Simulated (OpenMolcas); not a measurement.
# Dy³⁺ among point charges: CASSCF levels and susceptibility

Aim: the splitting of the states of Dy³⁺ in the field of 6 point charges, its lowest levels with spin-orbit coupling and its magnetic susceptibility.

Method: state-averaged CASSCF, spin-orbit coupling by RASSI with atomic mean-field integrals. Code: OpenMolcas 26.06.

### Step 1. The atom as given

| Item | Value |
| --- | --- |
| Species | Dy³⁺ (dysprosium, Z = 66, 63 electrons) |
| Basis | ANO-RCC-VDZP [7s6p4d2f1g], 68 functions |
| Scalar Hamiltonian | DKH2, point nucleus |
| Inactive shells | 1s 2s 2p 3s 3p 3d 4s 4p 4d 5s 5p |
| Active space | 9 electrons in 7 orbitals (4f) |
| Some configurations of this space | 4f9 |
| Orbitals | optimised for the highest spin of each parity, averaged over all roots |

The outer shells:

4f9
```
4f [↑↓][↑↓][↑ ][↑ ][↑ ][↑ ][↑ ]
```

The ion sits among 6 point charges of -1 e arranged as a tetragonal octahedron (D4h), 2.31 Å from the ion, with the axial distance 2.056 Å.

The work runs as a chain of OpenMolcas steps in one folder; each step below is one input file. Labels, J, g values, rates, χT and fits are worked out afterwards by a script from the matrices that RASSI stores. The input lists half of the charges; inversion (Group=XYZ) makes the rest.

### Step 2. Basis and integrals

Input file a.inp:

```
&GATEWAY
Coord
1

Dy 0.0 0.0 0.0
Basis=ANO-RCC-VDZP
Group=XYZ
NoMove
AngMom=0.0 0.0 0.0
AMFI
XField
3 Angstrom 0
2.310000 0.000000 0.000000 -1.000000
0.000000 2.310000 0.000000 -1.000000
0.000000 0.000000 2.055900 -1.000000
&SEWARD
```

### Step 3. Reference wave functions, sextets of odd parity, 21 roots

Input file a.inp:

```
&RASSCF
FileOrb=start.orb
Symmetry=2
Spin=6
nActEl=9 0 0
Inactive=15 12
Ras2=0 7
CIRoot=21 21 1
SDav=21
CIMx=300
Iter=120 100
PrWF=0.3
OrbListing=Nothing
MaxOrb=0
>>> COPY $Project.JobIph JOB001
```

start.orb holds the contracted functions of the basis, ordered by shell, or the orbitals of the step before.

### Step 4. Reference wave functions, quartets of odd parity, 162 roots

Input file a.inp:

```
&RASSCF
FileOrb=start.orb
Symmetry=2
Spin=4
nActEl=9 0 0
Inactive=15 12
Ras2=0 7
CIRoot=162 162 1
SDav=224
CIMx=300
Iter=120 100
PrWF=0.3
OrbListing=Nothing
MaxOrb=0
CIOnly
>>> COPY $Project.JobIph JOB002
```

### Step 5. Reference wave functions, doublets of odd parity, 162 roots

Input file a.inp:

```
&RASSCF
FileOrb=start.orb
Symmetry=2
Spin=2
nActEl=9 0 0
Inactive=15 12
Ras2=0 7
CIRoot=162 162 1
SDav=490
CIMx=300
Iter=120 100
PrWF=0.3
OrbListing=Nothing
MaxOrb=0
CIOnly
>>> COPY $Project.JobIph JOB003
```

### Step 6. RASSI: spin-orbit coupling between the states

Input file a.inp:

```
&RASSI
NrOfJobIphs=3 21 108 41
1 2 3 4 5 6 7 8 9 10 11 12 13 14 15 16 17 18 19 20 21
1 2 3 4 5 6 7 8 9 10 11 12 13 14 15 16 17 18 19 20 21 22 23 24 25 26 27
28 29 30 31 32 33 34 35 36 37 38 39 40 41 42 43 44 45 46 47 48 49 50 51
52 53 54 55 56 57 58 59 60 61 62 63 64 65 66 67 68 69 70 71 72 73 74 75
76 77 78 79 80 81 82 83 84 85 86 87 88 89 90 91 92 93 94 95 96 97 98 99
100 101 102 103 104 105 106 107 108
1 2 3 4 5 6 7 8 9 10 11 12 13 14 15 16 17 18 19 20 21 22 23 24 25 26 27
28 29 30 31 32 33 34 35 36 37 38 39 40 41
IphNames
JOB001
JOB002
JOB003
EJob
SpinOrbit
DIPRint=1.0
SOCoupling=1000.0
Subsets=2
Property=9
'ANGMOM' 1 'ANGMOM' 2 'ANGMOM' 3 'MLTPL  1' 1 'MLTPL  1' 2 'MLTPL  1' 3
'AMFI' 1 'AMFI' 2 'AMFI' 3
SOProperty=3
'ANGMOM' 1 'ANGMOM' 2 'ANGMOM' 3
```

What does the calculation give? Wanted: spin-free ground state; first state of the same spin within the active space; lowest level; next level.

**Answer**, as computed:

| quantity | value |
| --- | --- |
| method | CASSCF |
| spin-free ground state | 6E, 2-fold in its orbital part |
| first state of the same spin within the active space | 6A2 at 489 cm⁻¹ |
| lowest level | 2-fold E1/2, g = 0.00, 0.00, 19.90 |
| next level | 331.2 cm⁻¹ |
| χT at 300 K | 13.78 cm³ K/mol |
| effective moment at 300 K | 10.50 μB |

What this shows: The spin-free ground state (6E) comes to 100 % from free-ion H terms and keeps the highest spin of the shell. The quartets, doublets rest on orbitals optimised for another spin in at least one step, which raises them against the optimised states. Not all states of the active space went into the spin-orbit step. High states of lower spin are left out of the spin-orbit mixing, and CASSCF puts spin-flip levels too high. This is an electrostatic model: the charges have no orbitals.
